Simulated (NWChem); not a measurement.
# C3H6O2 (ethyl formate) at PBE0/MIDI!

Aim: the electronic atomisation energy of C3H6O2 (ethyl formate) at PBE0/MIDI!, from 4 runs. 

The calculation is run with NWChem 7.3.0.

## 1. The structure to begin with

C3H6O2: 11 atoms, total charge 0, spin state singlet. As SMILES, `CCOC=O`. The coordinates come from a PBE0-D4/def2-TZVP relaxation. This is one conformer, not always the lowest.

Bond lengths: C1–C2 1.508 Å, C2–O3 1.438 Å, O3–C4 1.329 Å, C4–O5 1.197 Å, C1–H6 1.092 Å, C1–H7 1.091 Å, C1–H8 1.092 Å, C2–H9 1.091 Å, C2–H10 1.090 Å, C4–H11 1.100 Å. Some angles: C1–C2–O3 111.3°, C2–O3–C4 116.4°, O3–C4–O5 126.3°, C1–C2–H9 111.3°, C1–C2–H10 111.5°, O3–C2–H9 108.7°, O3–C2–H10 104.4°, C2–C1–H6 109.6°, C2–C1–H7 110.8°, C2–C1–H8 110.9°.

## 2. The energy at PBE0/MIDI! (run 1)

Contents of c3h6o2.nw:

```
start c3h6o2
title "C3H6O2"
memory 2200 mb

geometry units angstroms noautosym nocenter noautoz
C     -0.299500    -0.524900     1.232400
C      0.160800     0.664100     0.426200
O     -0.490700     0.711500    -0.855000
C      0.057300    -0.014800    -1.824100
O      1.038300    -0.694200    -1.733000
H      0.156600    -0.494600     2.224600
H     -0.004700    -1.457900     0.750600
H     -1.384300    -0.515300     1.354300
H      1.240500     0.642300     0.270000
H     -0.114700     1.603600     0.905800
H     -0.534200     0.107100    -2.743600
end

basis spherical bse
* library "MIDI!"
end

dft
xc pbe0
grid fine
convergence energy 1e-08
maxiter 100
mulliken
print low
end

task dft energy
```

Run with:

```console
$ nwchem c3h6o2.nw > c3h6o2.out
```

The program printed:

```text
[...]
 d= 0,ls=0.0,diis     1   -266.4160999478 -4.48D+02  2.39D-02  1.08D+00     1.9
[...]
 d= 0,ls=0.0,diis    11   -266.5441263343 -1.79D-10  3.22D-07  1.03D-09    14.6
         Total DFT energy =     -266.544126334312
      One electron energy =     -722.195179787317
           Coulomb energy =      309.454574622648
    Exchange-Corr. energy =      -35.207292255351
 Nuclear repulsion energy =      181.403771085708
[...]
      Total Density - Mulliken Population Analysis
     ---------------------------------------------
    Atom       Charge   Shell Charges
 -----------   ------   -------------------------------------------------------
    1 C    6     6.58   1.99  0.82  0.55  1.53  1.69
    2 C    6     6.07   1.99  0.83  0.42  1.46  1.37
    3 O    8     8.63   1.99  0.97  0.91  2.05  2.67  0.04
    4 C    6     5.34   1.99  0.80  0.19  1.41  0.95
    5 O    8     8.56   1.99  0.98  0.96  2.04  2.54  0.04
    6 H    1     0.80   0.57  0.24
    7 H    1     0.79   0.56  0.22
    8 H    1     0.80   0.57  0.23
    9 H    1     0.79   0.57  0.22
   10 H    1     0.80   0.58  0.22
[...]
```

Wall time 15 s (1 thread of Intel Xeon Platinum 8259CL at 2.50GHz (Skylake/Cascade Lake), shared host); peak memory 0.12 GiB.

## 3. The C atom (run 2)

Contents of c.nw:

```
start c
title "C"
memory 2200 mb
charge 0
geometry units angstrom noautosym nocenter noautoz
  C        0.000000       0.000000       0.000000
end
basis spherical bse
  * library "MIDI!"
end
dft
  xc pbe0
  mult 3
  grid fine
  convergence energy 1e-08
  iterations 100
  mulliken
  print low
end
task dft
```

Run the same way, it converges to -37.57860 Eh (log not shown).

Run 3 isn't shown in full; the table further down has it.

## 4. The O atom at the same level (run 4)

Contents of nw.xyz:

```xyz
1

O      0.000000     0.000000     0.000000
```

Contents of nw.nw:

```
start nw
memory total 2200 mb
geometry noautosym nocenter noautoz
load format xyz nw.xyz
end
basis spherical bse
* library "MIDI!"
end
dft
xc pbe0
mult 3
grid fine
convergence energy 1e-08
maxiter 100
mulliken
noprint "final vectors analysis"
end
task dft energy
```

Run the same way, it converges to -74.56490 Eh (log not shown).

## 5. Overview of the runs

```
run        level  partner  energy (Eh)  wall time
  1   PBE0/MIDI!     base  -266.544126       15 s
  2  UPBE0/MIDI!    atoms   -37.578601     0.73 s
  3  UPBE0/MIDI!    atoms    -0.497833     0.62 s
  4  UPBE0/MIDI!    atoms   -74.564895     0.76 s
```

## 6. What came out

At PBE0/MIDI!:

| quantity | value |
| --- | --- |
| O atom: total energy | -74.56490 Eh |
| O atom: ⟨S²⟩ | 2.002 |
| electronic atomisation energy | 46.029 eV |

In words: Taking the molecule apart into free atoms costs 46.03 eV (4441 kJ/mol), before zero-point energy and without spin-orbit coupling. All runs together took 17 s, the longest 15 s.
